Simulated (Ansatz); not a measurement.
SiNi2:

```
Ni Si
1.0
     4.89020    0.00000    0.00000
     0.00000    3.72000    0.00000
     0.00000    0.00000    7.03000
Ni Si
8 4
Direct
  0.32500 0.75000 0.93700
  0.67500 0.25000 0.06300
  0.17500 0.25000 0.43700
  0.82500 0.75000 0.56300
  0.45800 0.75000 0.29700
  0.54200 0.25000 0.70300
  0.04200 0.25000 0.79700
  0.95800 0.75000 0.20300
  0.78600 0.75000 0.88600
  0.21400 0.25000 0.11400
  0.71400 0.25000 0.38600
  0.28600 0.75000 0.61400
```

The cell isn't the ideal one: strained by -2 %.

* Program: Ansatz 0.2.0
* Task: relaxation of the atoms
* Functional: PBE
* Potentials or basis: Ansatz PAW
* Cutoff: 420 eV (not typed: the program's choice for these potentials)
* k mesh: 5 × 5 × 3
* Occupations: fermi-dirac, width 0.05 eV
* Spin: collinear spin, ferromagnetic start
* Starting moments: [1.0, 1.0, 1.0, 1.0, 1.0, 1.0, 1.0, 1.0, 0.0, 0.0, 0.0, 0.0] μB

At the start: volume 10.66 Å³/atom.

Task: Where does the relaxation end?

Result: Over 4 steps the energy falls by 3.7 meV/atom; space group Pnma (No. 62, to 0.05 Å); moment 0.00 μB per cell.

Step by step:
| step | energy change (eV) | largest force (eV/Å) |
| --- | --- | --- |
| 1 | 0.0000 | 0.3079 |
| 2 | -0.0246 | 0.1918 |
| 3 | -0.0438 | 0.0348 |
| 4 | -0.0445 | 0.0105 |

Final structure:
```
Ni Si
1.0
     4.89020    0.00000    0.00000
     0.00000    3.72000    0.00000
     0.00000    0.00000    7.03000
Ni Si
8 4
Direct
  0.32687 0.75000 0.93923
  0.67313 0.25000 0.06077
  0.17313 0.25000 0.43923
  0.82687 0.75000 0.56077
  0.45871 0.75000 0.29107
  0.54129 0.25000 0.70893
  0.04129 0.25000 0.79107
  0.95871 0.75000 0.20893
  0.79315 0.75000 0.88747
  0.20685 0.25000 0.11253
  0.70685 0.25000 0.38747
  0.29315 0.75000 0.61253
```

Caveat: the starting moments weren't kept; the thresholds are loose for stress.
